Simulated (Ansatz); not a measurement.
CH6BOPSe, SMILES POBC[SeH], a geometry optimisation

With the Python package of Ansatz (0.2.0).

At the Python prompt:
```pycon
>>> import ansatz as az
>>> from ase import Atoms
>>> import numpy as np
>>> atoms = Atoms(["P", "O", "B", "C", "Se", "H", "H", "H", "H", "H", "H"], positions=[
...     (-1.7152, 0.5696, 1.148),
...     (-1.0465, -0.7391, 0.3148),
...     (0.3395, -0.6899, 0.6681),
...     (1.4928, 0.0879, -0.2399),
...     (1.4339, -0.7018, -2.0399),
...     (-3.122, 0.1825, 0.8803),
...     (-1.7004, 1.4763, -0.0314),
...     (0.7861, -1.2499, 1.6371),
...     (2.436, 0.0028, 0.2483),
...     (1.1464, 1.1518, -0.2742),
...     (0.0145, -0.1472, -2.2904),
... ])
>>> geometry = az.Crystal.molecule_from_ase(atoms)
>>> job = geometry.calculation().basis(gaussian="def2-SVP").functional("b3lyp")
>>> symbols = [site.symbol for site in geometry.cartesian_sites]
>>> start = np.array([site.position_ang for site in geometry.cartesian_sites], dtype=float)
>>> def progress(event):
...     if event["event"] == "relax_step":
...         row = event["data"]
...         print(f"step {row['step']:3d}  E = {row['lagrangian_ev']:.6f} eV  max force {row['allowed_force_max_ev_ang']:.4f} eV/A")
...
>>> summary = job.relax(force_tolerance=0.02).session().plan().execute(on_event=progress).report
step   1  E = -78484.317326 eV  max force 3.5540 eV/A
step   2  E = -78484.757521 eV  max force 0.8794 eV/A
step   3  E = -78484.881668 eV  max force 0.6747 eV/A
step   4  E = -78484.974771 eV  max force 0.6460 eV/A
step   5  E = -78485.047257 eV  max force 0.8706 eV/A
step   6  E = -78485.110779 eV  max force 1.1386 eV/A
step   7  E = -78485.191915 eV  max force 1.0557 eV/A
step   8  E = -78485.280672 eV  max force 1.4777 eV/A
step   9  E = -78485.415572 eV  max force 0.1868 eV/A
step  10  E = -78485.447249 eV  max force 0.5089 eV/A
step  11  E = -78485.450768 eV  max force 0.8689 eV/A
step  12  E = -78485.466481 eV  max force 0.1441 eV/A
step  13  E = -78485.468350 eV  max force 0.0371 eV/A
step  14  E = -78485.468133 eV  max force 0.0862 eV/A
step  15  E = -78485.468913 eV  max force 0.0145 eV/A
step  16  E = -78485.469012 eV  max force 0.0357 eV/A
step  17  E = -78485.469276 eV  max force 0.0238 eV/A
step  18  E = -78485.469338 eV  max force 0.0314 eV/A
step  19  E = -78485.469615 eV  max force 0.0259 eV/A
step  20  E = -78485.469825 eV  max force 0.0299 eV/A
step  21  E = -78485.469949 eV  max force 0.0294 eV/A
step  22  E = -78485.470086 eV  max force 0.0224 eV/A
step  23  E = -78485.470194 eV  max force 0.0220 eV/A
step  24  E = -78485.470232 eV  max force 0.0287 eV/A
step  25  E = -78485.470279 eV  max force 0.0242 eV/A
step  26  E = -78485.470303 eV  max force 0.0134 eV/A
>>> end = np.array(summary["positions_ang"])
>>> print(f"E = {summary['free_energy_ev']:.6f} eV = {summary['free_energy_ev'] / 27.211386246:.7f} Ha")
E = -78485.470563 eV = -2884.2878438 Ha
>>> print("converged:", summary["converged"], " doubts:", summary["published_state_doubts"] or "none")
converged: True  doubts: none
>>> print("bond        before    after (A)")
bond        before    after (A)
>>> for i, j in [(0, 1), (0, 5), (0, 6), (1, 2), (2, 3), (2, 7), (3, 4), (3, 8), (3, 9), (4, 10)]:
...     d0, d1 = (np.linalg.norm(xyz[i] - xyz[j]) for xyz in (start, end))
...     print(f"{symbols[i]}{i}-{symbols[j]}{j}".ljust(10), f"{d0:8.4f} {d1:8.4f}")
...
P0-O1        1.6894   1.6987
P0-H5        1.4834   1.4348
P0-H6        1.4877   1.4330
O1-B2        1.4312   1.3634
B2-C3        1.6612   1.5671
B2-H7        1.2050   1.2117
C3-Se4       1.9665   2.0004
C3-H8        1.0655   1.0991
C3-H9        1.1194   1.0979
Se4-H10      1.5444   1.4765
>>> charges = summary["charge_distribution"]
>>> dipole = np.array(charges["dipole_moment_e_ang"]) * 4.803205
>>> print("dipole (D): {:.3f} {:.3f} {:.3f}, length {:.3f}".format(*dipole, np.linalg.norm(dipole)))
dipole (D): -0.956 1.028 0.190, length 1.417
>>> print("atom  Mulliken   Lowdin")
atom  Mulliken   Lowdin
>>> for symbol, m, l in zip(symbols, charges["mulliken_charges_e"], charges["lowdin_charges_e"]):
...     print(f"{symbol:4s} {m:9.3f} {l:8.3f}")
...
P        0.411    0.435
O       -0.343    0.090
B        0.090   -0.501
C       -0.086   -0.072
Se      -0.059    0.241
H       -0.043   -0.084
H       -0.042   -0.085
H       -0.078   -0.040
H        0.058    0.020
H        0.058    0.016
H        0.033   -0.019
>>> with open("ch6bopse_opt.xyz", "w") as handle:
...     handle.write(f"{len(symbols)}\nrelaxed CH6BOPSe\n")
...     handle.writelines(f"{s:2s} {x:11.6f} {y:11.6f} {z:11.6f}\n" for s, (x, y, z) in zip(symbols, end))
...
20
```

It writes `ch6bopse_opt.xyz`:
```text
11
relaxed CH6BOPSe
P    -2.167488    0.187899    1.247134
O    -0.725287    0.490190    0.401985
B     0.419434   -0.226468    0.588898
C     1.653622    0.089268   -0.323653
Se    1.460970   -1.278094   -1.770963
H    -3.005210   -0.026936    0.102227
H    -2.586160    1.555059    1.342554
H     0.460678   -1.102940    1.424516
H     2.623304   -0.151730    0.134172
H     1.692113    1.086493   -0.781301
H     0.239124   -0.679740   -2.344770
```

These settings explore the input space; basis and method may be short of convergence. The end point is the stationary point reached from this start; no frequency run checks that it is a minimum, and the basis set is modest. The Löwdin charges here are taken after orthogonalising the functions within each atom; they differ from plain Löwdin charges, and their signs can be unphysical. b3lyp holds the VWN-RPA fit, as in Gaussian; the form of ORCA and Turbomole is b3lyp5. It ran for 3.1 min on 1 thread of Arm Neoverse V2, with other jobs on the host, peak memory 0.39 GiB.

(Lines on the test bed's own set-up are left out of the output.)
